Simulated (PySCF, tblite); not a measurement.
# C₂H₇F₂NSi₂: dynamics, then NMR shifts on frames

How do NMR shifts of C₂H₇F₂NSi₂ (`F[C@@H]1C[SiH2]N[Si@@H]1F`) change as the atoms move?

Computed with tblite 0.8.0 and PySCF 2.14.0, with density-fitted response routines of our own, on a single molecule in the gas phase. Atoms count from 0, in the outputs and in this text.

## 1. The molecule as given

14 atoms, charge 0, multiplicity 1; geometry from: GFN2-xTB.

Bonds of the start (Å): F0–C1 1.39, C1–C2 1.53, C2–Si3 1.91, Si3–N4 1.74, N4–Si5 1.72, Si5–F6 1.61, Si5–C1 1.91, C1–H7 1.10, C2–H8 1.09, C2–H9 1.09, Si3–H10 1.46, Si3–H11 1.46, N4–H12 1.00, Si5–H13 1.45.

## 2. A short Langevin run with GFN2-xTB

Job settings and geometry (Å):

```
{"job": {"kind": "md", "xc": "GFN2-xTB", "basis": "xTB", "temperature": 200, "steps": 2000, "every": 50, "frames": 5}, "charge": 0, "multiplicity": 1}
F      0.026335    -1.705210    -1.370631
C      0.093451    -1.327313    -0.031056
C     -1.192959    -0.588457     0.331248
Si    -1.037387     1.216243    -0.260518
N      0.694385     1.320838    -0.079312
Si     1.569630    -0.129975     0.195396
F      2.709114    -0.340467    -0.919279
H      0.174731    -2.272096     0.517695
H     -2.047224    -1.112751    -0.096516
H     -1.304495    -0.620988     1.415048
H     -1.670208     2.172370     0.650830
H     -1.450392     1.411540    -1.650870
H      1.169506     2.199110    -0.191258
H      2.264834    -0.223318     1.467056
```

Method: GFN2-xTB Langevin dynamics, gas phase.

Started as:

```console
$ OMP_NUM_THREADS=1 python probes_run.py task.json out
```

One launch serves the whole session: the jobs run in the order shown.

The program printed:

```text
t/fs     T/K      E/eV
    0.0   154.9   -647.63965
   25.0    89.8   -647.46026
   50.0    93.9   -647.40897
   75.0   145.2   -647.38848
  100.0   192.6   -647.41246
  125.0   162.8   -647.37934
  150.0   218.8   -647.36762
  175.0   239.4   -647.42604
  200.0   151.2   -647.23569
  225.0   190.6   -647.27341
  250.0   211.2   -647.28632
  275.0   217.3   -647.34702
  300.0   154.4   -647.31278
  325.0   198.3   -647.25905
  350.0   224.7   -647.32214
  375.0   200.7   -647.27481
  400.0   208.4   -647.33951
  425.0   192.8   -647.23732
  450.0   176.2   -647.28186
  475.0   146.7   -647.30227
  500.0   190.9   -647.42433
  525.0   188.2   -647.42798
  550.0   155.6   -647.35971
  575.0   151.7   -647.22816
  600.0   187.5   -647.31615
  625.0   220.2   -647.40916
  650.0   205.1   -647.28211
  675.0   143.3   -647.32271
  700.0   157.0   -647.29815
  725.0   146.0   -647.27787
  750.0   228.1   -647.36031
  775.0   160.4   -647.21709
  800.0   181.3   -647.17578
  825.0   225.0   -647.29046
  850.0   205.7   -647.29991
  875.0   182.0   -647.29251
  900.0   236.0   -647.32201
  925.0   200.1   -647.33575
  950.0   163.7   -647.33986
  975.0   148.7   -647.29472
 1000.0   113.6   -647.27919
```

Wall time 13 s (1 thread of Arm Neoverse V1, shared host); peak memory 0.18 GiB.

Distance from the start (root mean square after alignment): 0 fs 0.00 Å, 200 fs 0.17 Å, 400 fs 0.27 Å, 600 fs 0.14 Å, 800 fs 0.15 Å, 1000 fs 0.11 Å.

Positions (Å) and forces (eV/Å) at 1000 fs:

```xyz
14

F     0.618   -1.703   -1.335   -0.344   -0.156   -0.681
C     0.186   -1.646   -0.017    1.355   -0.759    0.378
C    -1.121   -0.959    0.096   -0.775    0.662    1.510
Si   -0.773    0.907    0.034    0.382    0.311    0.939
N     0.854    0.834    0.684    0.455    1.996    0.162
Si    1.613   -0.651    0.787   -0.417   -1.175    0.373
F     2.961   -0.747   -0.048    0.393   -0.064   -0.160
H     0.058   -2.689    0.290    0.292   -0.153   -0.026
H    -1.737   -1.283   -0.707   -0.780   -0.327   -0.513
H    -1.593   -1.277    1.090    0.493    0.471   -1.315
H    -1.432    1.648    1.122   -0.251    0.012   -0.326
H    -0.659    1.473   -1.286   -0.222    0.168   -0.376
H     1.424    1.651    0.979   -0.999   -0.727   -0.477
H     1.794   -1.007    2.158    0.416   -0.258    0.513
```

## 3. Nuclear shieldings: 250 fs, PBE0/pcSseg-1

Job settings and geometry (Å):

```
{"job": {"kind": "nmr", "xc": "PBE0", "basis": "pcSseg-1", "pop": false}, "charge": 0, "multiplicity": 1}
F      0.108400    -1.965800    -1.563600
C     -0.071100    -1.631200    -0.218700
C     -1.370400    -0.756400    -0.090100
Si    -0.809200     1.049900    -0.371800
N      0.857300     0.946300     0.189000
Si     1.419700    -0.608200     0.354100
F      2.725400    -0.677600    -0.557600
H     -0.208000    -2.551700     0.383200
H     -2.109300    -1.026000    -0.819200
H     -1.662200    -0.792300     0.918700
H     -1.412500     2.126000     0.423200
H     -0.967900     1.344700    -1.811000
H      1.541500     1.665300     0.145400
H      1.755200    -0.984900     1.731700
```

With the program's defaults for keys left out, this is: GIAO PBE0/pcSseg-1 NMR shielding, non-relativistic, gas phase.

The program printed:

```text
coarse grid: 13000 points
cycle   1  E = -913.1418505091  dE =  7.901e-01  |g| = 7.928e-01  |ddm| = 3.444e+00
cycle   2  E = -913.0299664681  dE =  1.119e-01  |g| = 1.155e+00  |ddm| = 1.420e+00
cycle   3  E = -913.2516246790  dE = -2.217e-01  |g| = 7.520e-02  |ddm| = 9.008e-01
cycle   4  E = -913.2524839165  dE = -8.592e-04  |g| = 3.883e-02  |ddm| = 8.722e-02
cycle   5  E = -913.2528358928  dE = -3.520e-04  |g| = 6.901e-03  |ddm| = 3.719e-02
cycle   6  E = -913.2528441370  dE = -8.244e-06  |g| = 3.009e-03  |ddm| = 7.665e-03
final grid: 118072 points
cycle   7  E = -913.3033868879  dE = -2.648e-05  |g| = 1.075e-02  |ddm| = 1.992e-02
cycle   8  E = -913.3033599339  dE =  2.695e-05  |g| = 1.621e-02  |ddm| = 1.926e-02
cycle   9  E = -913.3034092706  dE = -4.934e-05  |g| = 7.666e-04  |ddm| = 1.140e-02
cycle  10  E = -913.3034093543  dE = -8.367e-08  |g| = 3.275e-04  |ddm| = 7.847e-04
cycle  11  E = -913.3034093714  dE = -1.712e-08  |g| = 5.308e-05  |ddm| = 2.360e-04
cycle  12  E = -913.3034093717  dE = -3.097e-10  |g| = 2.711e-05  |ddm| = 5.906e-05
converged SCF energy = -913.3034093717

GIAO shielding tensors (ppm)
atom      isotropic    diamagn.    paramagn.     s11        s22        s33       span
  0 F      420.523     474.022     -53.499    375.460    399.706    486.403    110.942
  1 C       97.955     251.413    -153.458     63.214     73.254    157.397     94.183
  2 C      170.930     256.159     -85.229    150.975    165.382    196.433     45.458
  3 Si     371.157     879.711    -508.554    318.858    365.342    429.271    110.413
  4 N      236.641     325.559     -88.918    195.933    235.765    278.225     82.292
  5 Si     356.334     879.145    -522.812    310.927    355.876    402.198     91.272
  6 F      342.480     466.924    -124.444    290.028    340.589    396.824    106.796
  7 H       26.461      29.243      -2.781     22.681     26.636     30.066      7.385
  8 H       30.367      30.700      -0.333     26.348     27.665     37.089     10.741
  9 H       31.489      32.880      -1.390     26.910     28.950     38.609     11.699
 10 H       26.643      28.770      -2.128     22.815     24.358     32.755      9.941
 11 H       26.340      29.187      -2.847     23.174     23.932     31.913      8.739
 12 H       31.276      31.663      -0.386     23.228     27.332     43.270     20.042
 13 H       26.521      29.015      -2.494     23.133     23.695     32.734      9.602
```

Wall time 17 s (1 thread of Arm Neoverse V1, shared host); peak memory 0.76 GiB.

The references, computed at this level on geometries of the same kind, shield at (ppm): ¹H TMS 31.72, ¹³C TMS 186.9, ²⁹Si TMS 349.2, ¹⁹F CFCl3 170.9, ¹⁵N NH3 267.7. Their shielding less the atom's gives the shift. The references are single molecules in the gas phase, so shifts against H2O, NH3, PH3, H3PO4 or CFCl3 are not on the usual liquid scales and can be off by tens of ppm. Each atom is listed at this fixed geometry, with no averaging over motion; a spectrum would average atoms that exchange fast.

```
atoms                                                    environment  σ (ppm)  δ (ppm)
   C1                                      sp3 CH bonded to F and Si     98.0     89.0
   C2                                           sp3 CH2 bonded to Si    170.9     16.0
  H11     hydrogen on a silicon bonded to C, N, in a 5-membered ring    26.34     5.38
   H7                       hydrogen on an sp3 CH bonded to F and Si    26.46     5.26
  H13  hydrogen on a silicon bonded to C, F, N, in a 5-membered ring    26.52     5.20
  H10     hydrogen on a silicon bonded to C, N, in a 5-membered ring    26.64     5.07
   H8                            hydrogen on an sp3 CH2 bonded to Si    30.37     1.35
  H12    hydrogen on a nitrogen bonded to 2 Si, in a 5-membered ring    31.28     0.44
   H9                            hydrogen on an sp3 CH2 bonded to Si    31.49     0.23
   F6                                          fluorine bonded to Si    342.5   -171.5
   F0                                      fluorine on an sp3 carbon    420.5   -249.6
  Si5             silicon bonded to C, F, N, H, in a 5-membered ring    356.3     -7.2
  Si3              silicon bonded to C, N, 2 H, in a 5-membered ring    371.2    -22.0
   N4               nitrogen bonded to 2 Si, H, in a 5-membered ring    236.6     31.1
```

Ring of atoms C1, C2, Si3, N4, Si5: NICS(0) -4.1, NICS(1) -2.6, NICS(1)zz -0.4 ppm (means of both faces; NICS(1) differs between them: -3.9 and -1.4).

## 4. Nuclear shieldings: 425 fs, PBE0/pcSseg-1

Job settings and geometry (Å):

```
{"job": {"kind": "nmr", "xc": "PBE0", "basis": "pcSseg-1", "pop": false}, "charge": 0, "multiplicity": 1}
F      0.500500    -1.908500    -1.794100
C      0.086300    -1.716000    -0.451400
C     -1.134700    -0.848100    -0.520600
Si    -0.903800     0.966900    -0.099300
N      0.790100     0.725800     0.411200
Si     1.474500    -0.824700     0.492400
F      2.958100    -0.695200    -0.147700
H     -0.133400    -2.629600     0.006100
H     -1.644500    -0.999400    -1.506600
H     -1.824300    -1.286900     0.197300
H     -1.683700     1.651300     0.963000
H     -1.109800     1.735100    -1.286100
H      1.388900     1.494200     0.651000
H      1.874100    -1.431400     1.739200
```

Level: GIAO PBE0/pcSseg-1 NMR shielding, non-relativistic, gas phase.

The program printed:

```text
coarse grid: 13000 points
cycle   1  E = -913.1344446637  dE =  7.715e-01  |g| = 7.985e-01  |ddm| = 3.452e+00
cycle   2  E = -913.0082013056  dE =  1.262e-01  |g| = 1.196e+00  |ddm| = 1.503e+00
cycle   3  E = -913.2478910060  dE = -2.397e-01  |g| = 7.276e-02  |ddm| = 9.540e-01
cycle   4  E = -913.2486589641  dE = -7.680e-04  |g| = 4.011e-02  |ddm| = 8.856e-02
cycle   5  E = -913.2490361229  dE = -3.772e-04  |g| = 7.048e-03  |ddm| = 3.727e-02
cycle   6  E = -913.2490451066  dE = -8.984e-06  |g| = 3.090e-03  |ddm| = 7.890e-03
final grid: 118072 points
cycle   7  E = -913.2978880190  dE = -2.425e-05  |g| = 1.139e-02  |ddm| = 2.127e-02
cycle   8  E = -913.2978529796  dE =  3.504e-05  |g| = 1.776e-02  |ddm| = 2.044e-02
cycle   9  E = -913.2979137215  dE = -6.074e-05  |g| = 8.152e-04  |ddm| = 1.231e-02
cycle  10  E = -913.2979138178  dE = -9.629e-08  |g| = 3.430e-04  |ddm| = 8.391e-04
cycle  11  E = -913.2979138366  dE = -1.876e-08  |g| = 5.937e-05  |ddm| = 2.516e-04
cycle  12  E = -913.2979138370  dE = -3.965e-10  |g| = 3.028e-05  |ddm| = 6.443e-05
converged SCF energy = -913.2979138370

GIAO shielding tensors (ppm)
atom      isotropic    diamagn.    paramagn.     s11        s22        s33       span
  0 F      395.665     473.560     -77.895    312.305    387.543    487.147    174.842
  1 C      101.411     250.570    -149.159     62.753     76.957    164.523    101.770
  2 C      173.342     252.828     -79.485    142.310    175.661    202.055     59.745
  3 Si     378.017     879.233    -501.216    329.862    359.338    444.851    114.989
  4 N      226.590     324.120     -97.530    183.534    225.271    270.965     87.431
  5 Si     353.383     877.612    -524.229    326.446    340.352    393.352     66.905
  6 F      329.640     467.505    -137.866    268.978    338.737    381.204    112.226
  7 H       27.774      30.817      -3.043     24.443     28.112     30.767      6.324
  8 H       29.370      28.997       0.373     24.754     27.171     36.184     11.431
  9 H       30.327      30.805      -0.478     25.056     28.351     37.575     12.519
 10 H       26.626      28.364      -1.738     23.052     24.178     32.648      9.596
 11 H       26.951      29.697      -2.746     23.902     24.265     32.686      8.783
 12 H       30.999      31.003      -0.004     22.680     27.294     43.023     20.343
 13 H       26.531      28.749      -2.218     22.668     24.224     32.702     10.034
```

Run time: 17 s. Hardware: 1 thread of Arm Neoverse V1, shared host; peak memory 0.87 GiB.

This run: δ C1 85.5, C2 13.6, F6 -158.7, F0 -224.7, H13 5.19, H10 5.09 ppm.

[end of part 1 of 2]
